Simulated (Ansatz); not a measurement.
# F3H3Si: the cost of one run

Program: Ansatz 0.2.0. Level of theory: RKS PBE0/def2-SVP. These are calculated values, not measurements.

1 further run of the same task is left out (it didn't finish).

## Step 1: The system as given

Bond lengths: Si1–H3 1.460 Å, Si1–F4 1.589 Å, Si1–F5 1.589 Å, Si1–F6 1.890 Å. Angles: H3–Si1–F4 109.5°, H3–Si1–F5 109.5°, H3–Si1–F6 178.9°, F4–Si1–F5 109.5°, F4–Si1–F6 70.0°, F5–Si1–F6 70.0°.

Coordinates:

```xyz
7

Si    0.0000    0.0000    0.0000
H     0.0000    0.0000    1.8100
H     1.3768    0.0000   -0.4862
F    -0.7489    1.2974   -0.5295
F    -0.7489   -1.2974   -0.5295
F    -1.7936    0.0000    0.5960
H    -0.9735    0.0000    1.6930
```

## Step 2: Pulling towards end A

Springs on the bonds that form and break draw the guess towards this end; the thresholds are loose.

input.yaml reads:

```yaml
crystal:
  periodic: [false, false, false]
  atoms:
    - { symbol: Si, position_ang: [0.0, 0.0, 0.0] }
    - { symbol: H, position_ang: [0.0, 0.0, 1.81] }
    - { symbol: H, position_ang: [1.3768, 0.0, -0.4862] }
    - { symbol: F, position_ang: [-0.7489, 1.2974, -0.5295] }
    - { symbol: F, position_ang: [-0.7489, -1.2974, -0.5295] }
    - { symbol: F, position_ang: [-1.7936, 0.0, 0.596] }
    - { symbol: H, position_ang: [-0.9735, 0.0, 1.693] }
basis:
  gaussian: { orbitals: def2-SVP }
hamiltonian:
  xc: pbe0
relax:
  f_tol: 0.15
  max_steps: 25
  restrain:
    - { distance: [0, 5], at: 2.79, k: 30.0 }
    - { distance: [6, 1], at: 1.86, k: 30.0 }
    - { distance: [0, 1], at: 1.46, k: 30.0 }
    - { distance: [6, 5], at: 0.92, k: 30.0 }
output:
  orbitals: {}
```

Started as:

```bash
$ ansatz run input.yaml --threads 1 --pin off --max-ram 2048MiB --backend cpu --events-out ev --progress --plain --runs-dir out
```

**Question.** How long does this run take on 1 thread of AMD EPYC 9R45 (Zen 5), shared host, and how much memory does it need?

About 9.2 s, with a peak of 0.17 GiB.
